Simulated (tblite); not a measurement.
# ClFGe2H3O2: the cost of one run

Computed with tblite 0.8.0 and PySCF 2.14.0; each step states its level. No surroundings beyond the atoms listed, unless a continuum is named. Atoms count from 0, parts from 1.

### 1 Starting point

9 atoms, charge 0, multiplicity 2; geometry: distance geometry start.

### 2 Relaxing the cluster with GFN2-xTB

The job: settings as JSON, then the geometry in Å.

```
{"job": {"kind": "relax", "xc": "GFN2-xTB", "basis": "xTB"}, "charge": 0, "multiplicity": 2}
Ge     0.039582    -0.193568    -1.568618
O      0.764719     0.464176    -0.004183
Ge    -0.141188     1.507628     1.243522
F      1.206923    -0.033181    -2.898795
Cl    -0.479567    -2.315180    -1.278834
O     -1.519191     0.763880    -2.002566
H     -0.176345     2.926459     0.766668
H      0.600658     1.428749     2.581482
H     -1.511180     0.983362     1.410426
```

Level: GFN2-xTB geometry optimisation, gas phase.

The run is started by

```
OMP_NUM_THREADS=1 python cluster_run.py task.json out
```

The driver reads the jobs from task.json and runs them one after another.

**Question.** How long does this first job take on 1 thread of Arm Neoverse V1, shared host?

About 2.2 s.
